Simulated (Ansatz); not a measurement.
# CH7BGeS: one species, many methods

Aim: compute CH7BGeS with functionals from several rungs and with coupled cluster, and see how far each lands from CCSD(T) at the basis-set limit for the atomisation energy.

The runs use Ansatz 0.2.0, Gaussian basis; functionals in def2-TZVPP, the program's frozen cores in correlated methods.

Levels to be run: PBE-D4, r2SCAN-D4, PBE0-D4, B3LYP-D4, ωB97X-V, ωB97M-V, B2PLYP; CCSD(T)/def2-TZVPP; MP2/def2-QZVPP; extrapolation to the limit.

## Step 1: The geometry

All runs share one geometry, relaxed beforehand with PBE0-D4/def2-TZVP.

SMILES `CS[BH][GeH3]`, 11 atoms, charge 0, spin multiplicity 1.

Atoms are counted from 1 here; the program's logs count them from 0.

Bond lengths: C1–S2 1.811 Å, C1–H5 1.090 Å, C1–H6 1.090 Å, C1–H7 1.088 Å, S2–B3 1.745 Å, B3–Ge4 2.057 Å, B3–H8 1.195 Å, Ge4–H9 1.541 Å, Ge4–H10 1.539 Å, Ge4–H11 1.541 Å. Angles: S2–C1–H5 108.9°, S2–C1–H6 108.9°, S2–C1–H7 109.9°, H5–C1–H6 109.1°, H5–C1–H7 110.0°, H6–C1–H7 110.0°, C1–S2–B3 106.7°, S2–B3–Ge4 118.0°, S2–B3–H8 120.0°, Ge4–B3–H8 122.0°, B3–Ge4–H9 110.4°, B3–Ge4–H10 113.1°, B3–Ge4–H11 110.4°, H9–Ge4–H10 107.9°, H9–Ge4–H11 106.9°, H10–Ge4–H11 107.9°.

## Step 2: PBE-D4 (GGA)

The input, in.yaml:

```yaml
crystal:
  periodic: [false, false, false]
  atoms:
    - {symbol: C, position_ang: [-0.058996, 1.851895, 1.575719]}
    - {symbol: S, position_ang: [0.336549, 1.164223, -0.051749]}
    - {symbol: B, position_ang: [-0.126758, -0.517932, -0.010038]}
    - {symbol: Ge, position_ang: [0.175512, -1.645563, -1.703758]}
    - {symbol: H, position_ang: [-0.771136, 2.667401, 1.451337]}
    - {symbol: H, position_ang: [0.853724, 2.241815, 2.025807]}
    - {symbol: H, position_ang: [-0.486037, 1.078218, 2.210455]}
    - {symbol: H, position_ang: [-0.603593, -0.981400, 0.982982]}
    - {symbol: H, position_ang: [-1.158010, -2.238047, -2.199870]}
    - {symbol: H, position_ang: [0.795928, -0.843576, -2.861801]}
    - {symbol: H, position_ang: [1.108214, -2.834033, -1.398586]}
basis:
  gaussian: {orbitals: def2-TZVPP}
hamiltonian: {xc: pbe, dispersion: d4}
output: {forces: true, orbitals: {seedname: orbitals}}
```

On the command line:

```sh
ansatz run in.yaml --threads 4 --pin off --events-out ev --progress --plain --max-ram 10444MiB
```

Further steps of the session: r2SCAN-D4 (meta-GGA); PBE0-D4 (hybrid); B3LYP-D4 (hybrid); ωB97X-V (range-separated); ωB97M-V (range-separated); B2PLYP (double hybrid); CCSD(T) in def2-TZVPP; MP2 in def2-QZVPP.

Q: Predict the results of all the runs planned. Wanted: atomisation energy, CCSD(T)/CBS; farthest; mean size of error, hybrid; mean size of error, range-separated; gap, smallest and largest; T1 diagnostic; triples share of the correlation energy.

**Answer**, as computed:

| quantity | value |
| --- | --- |
| atomisation energy, CCSD(T)/CBS | 3570.9 kJ/mol |
| functionals within 35.7 kJ/mol (1.0 %) | PBE-D4, r2SCAN-D4, PBE0-D4, B3LYP-D4, ωB97X-V, ωB97M-V |
| farthest | B2PLYP (-43.1 kJ/mol) |
| mean size of error, hybrid | 4.1 kJ/mol |
| mean size of error, range-separated | 11.6 kJ/mol |
| gap, smallest and largest | 4.52 eV (PBE-D4), 10.94 eV (ωB97X-V) |
| T1 diagnostic | 0.0138 |
| triples share of the correlation energy | 4.0 % |

PBE-D4 is off by +35.6 kJ/mol, about 3.6 kJ/mol a bond. Double hybrids carry the basis error of their MP2 part in triple zeta, and no dispersion term here, so their miss is partly the set-up's. The reference freezes the cores and leaves out relativity and excitations past (T), and its outer-core shells are covered unevenly, so misses under about 35.7 kJ/mol can't be ranked. Hartree-Fock recovers 75 % of the binding; the rest is correlation. Orbital gaps span 4.5 to 10.9 eV; exact exchange widens them. Correlated methods include outer-core shells of Ge, which these sets cover unevenly.
